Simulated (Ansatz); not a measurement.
# AlCl2F: basis-set convergence

An exercise on one series of results from a longer session: the logs are not shown, and one member is left open.

The runs use Ansatz 0.2.0, Gaussian basis; one geometry, several basis sets.

The runs, in order: PBE0-D4/def2-SVP; ωB97M-V/def2-SVP; PBE0-D4/def2-QZVPP; ωB97M-V/def2-QZVPP; the functionals' def2-TZVPP values are taken from earlier runs.

## The relaxed structure

All runs share one geometry, relaxed beforehand with PBE0-D4 in a triple-zeta def2 set.

4 atoms, charge 0, spin multiplicity 1.

Atoms are counted from 1 here; the program's logs count them from 0.

Bond lengths: F1–Al2 1.633 Å, Al2–Cl3 2.065 Å, Al2–Cl4 2.065 Å. Angles: F1–Al2–Cl3 119.3°, F1–Al2–Cl4 119.3°, Cl3–Al2–Cl4 121.4°.

Geometry (Å):

```xyz
4
AlCl2F
F     0.1001    0.3715    1.6786
Al    0.0187    0.0066    0.0892
Cl    1.2371   -1.4773   -0.6702
Cl   -1.3004    1.0389   -1.1180
```

Set-up of the first run:

File in.yaml:

```yaml
crystal:
  periodic: [false, false, false]
  atoms:
    - {symbol: F, position_ang: [0.100080, 0.371527, 1.678564]}
    - {symbol: Al, position_ang: [0.018711, 0.006616, 0.089238]}
    - {symbol: Cl, position_ang: [1.237101, -1.477289, -0.670192]}
    - {symbol: Cl, position_ang: [-1.300392, 1.038945, -1.118010]}
basis:
  gaussian: {orbitals: def2-SVP}
hamiltonian: {xc: pbe0, dispersion: d4}
output: {orbitals: {seedname: orbitals}}
```

Command:

```sh
ansatz run in.yaml --threads 4 --pin off --events-out ev --progress --plain --max-ram 10444MiB
```

Steps of the session up to this table: PBE0-D4 in def2-SVP; ωB97M-V in def2-SVP; PBE0-D4 in def2-QZVPP; ωB97M-V in def2-QZVPP.

One table of the session follows, with a row left open; its other results are not shown here.

```
functional       basis  HOMO (eV)
   PBE0-D4    def2-SVP      -9.48
   PBE0-D4  def2-TZVPP          ?
   PBE0-D4  def2-QZVPP      -9.66
   ωB97M-V    def2-SVP     -11.68
   ωB97M-V  def2-TZVPP     -11.89
   ωB97M-V  def2-QZVPP     -11.94
```

Q: Estimate the row for PBE0-D4, def2-TZVPP from the others.

As computed: HOMO (eV): -9.63. In the column «HOMO (eV)» it lies between PBE0-D4, def2-QZVPP (-9.66) and PBE0-D4, def2-SVP (-9.48).
